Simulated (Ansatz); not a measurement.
# Pt: a line through an energy map

One table from this session's results is given with a row withheld; the runs are named, their logs left out.

Program: Ansatz 0.2.0. Level of theory: DFT LDA, scalar-relativistic, plane waves, PAW. These are calculated values, not measurements.

24 further runs of the same task are left out: 24 set aside as unsound or not needed.

## The system as given

It takes space group Im-3m (No. 229, cubic). Conventional cell: a = 3.101 Å, b = 3.101 Å, c = 3.101 Å, α = 90.00°, β = 90.00°, γ = 90.00°. Pt (site symmetry m-3m) has 8 Pt at 2.69 Å as nearest neighbours.

Coordinates:

```xyz
1
Lattice="-1.5506 1.5506 1.5506 1.5506 -1.5506 1.5506 1.5506 1.5506 -1.5506" Properties=species:S:1:pos:R:3 pbc="T T T"
Pt    0.0000    0.0000    0.0000
```

It goes back to an entry of the Materials Project, which need not be the stable form.

This cell was relaxed beforehand with the same method: volume 14.91 Å³/atom, gap on the mesh none (metal).

## Plan of the line

The energy is mapped over volume and the cell's shape.

The axes are (1) volume per atom: 7 values from 13.12 to 16.70 Å³; (2) length along [111] over the lengths across it, relative to the cubic cell: 9 values from 0.452 to 2.211.

Nothing else is relaxed (symmetry fixes all fractional coordinates). Energies count from the relaxed crystal. Points are written as (first, second).

Set-up of the first run:

Input file input.yaml:

```yaml
crystal:
  lattice:
    - [-1.6826520406, 1.4922629704, 1.4922629704]
    - [1.4922629704, -1.6826520406, 1.4922629704]
    - [1.4922629704, 1.4922629704, -1.6826520406]
  atoms:
    - { symbol: Pt, position: [0.0, 0.0, 0.0] }
basis:
  ecutwfc: 420
kpoints:
  mp_grid: { grid: [22, 22, 22] }
hamiltonian:
  xc: lda
  pseudopotentials: { kind: paw, azcp: { folder: soft_1 } }
scf:
  occupations: { method: gaussian, width: 0.15 }
output:
  forces: true
  stress: true
  eigenvalues: true
  write_density: true
  write_potential: true
  elf: true
  volumetric_format: npy
```

Launch:

```sh
$ ansatz run input.yaml --threads 1 --pin off --max-ram 2048MiB --backend cpu --events-out ev --progress --plain --runs-dir out
```

Among the steps run: The run at (13.12 Å³, 0.820); Point (13.72 Å³, 0.820); Grid point (15.51 Å³, 0.820); The run at (16.11 Å³, 0.820); Grid point (16.70 Å³, 0.820).

One table of the session follows, with a row left open; its other results are not shown here.

| volume per atom (Å³) | energy (meV/atom) | slope (meV/atom per Å³) | pressure (GPa) |
| --- | --- | --- | --- |
| 13.12 | 1152 | −524 | 84 |
| 13.72 | 889 | −364 | 58 |
| 14.32 | 711 | −237 | 38 |
| 14.91 | 601 | −136 | 22 |
| 15.51 | ? | ? | ? |
| 16.11 | 531 | 8 | −1 |
| 16.70 | 552 | 58 | −9 |

**Question.** Estimate the row for volume per atom (Å³) = 15.51.

Worked estimate for «energy (meV/atom)». A straight line through the neighbours (14.91, 601) and (16.11, 531) gives 601 + (531 − 601) × (15.51 − 14.91) / (16.11 − 14.91) = 566; a parabola fitted to 4 rows on both sides gives 544.

**Answer.** energy (meV/atom): 545; slope (meV/atom per Å³): −56; pressure (GPa): 9. In «energy (meV/atom)» the line misses by +21 and the parabola by -1.

Energies count from the relaxed crystal. Rows without a step come from runs not printed here or follow by symmetry. Slopes come from the forces (and the stress, where the cell changes), not from differences of energies.

In words: The lowest point of the line is at 16.11 Å³, 531 meV/atom from the zero. A fit to energies and slopes at the lowest point and its two neighbours puts the minimum at 16.022 Å³, with a curvature of about 98 meV/atom per (Å³)². V·d²E/dV² there is about 250 GPa, a bulk modulus under this line's constraint. The highest point computed, at 13.12 Å³, lies 621 meV/atom above the lowest. This is one cut through a surface in two coordinates; the map's lowest point lies off it. The runs treat Pt without spin-orbit coupling.

To keep in mind: Warnings in the runs' records: pseudo functional mismatch.
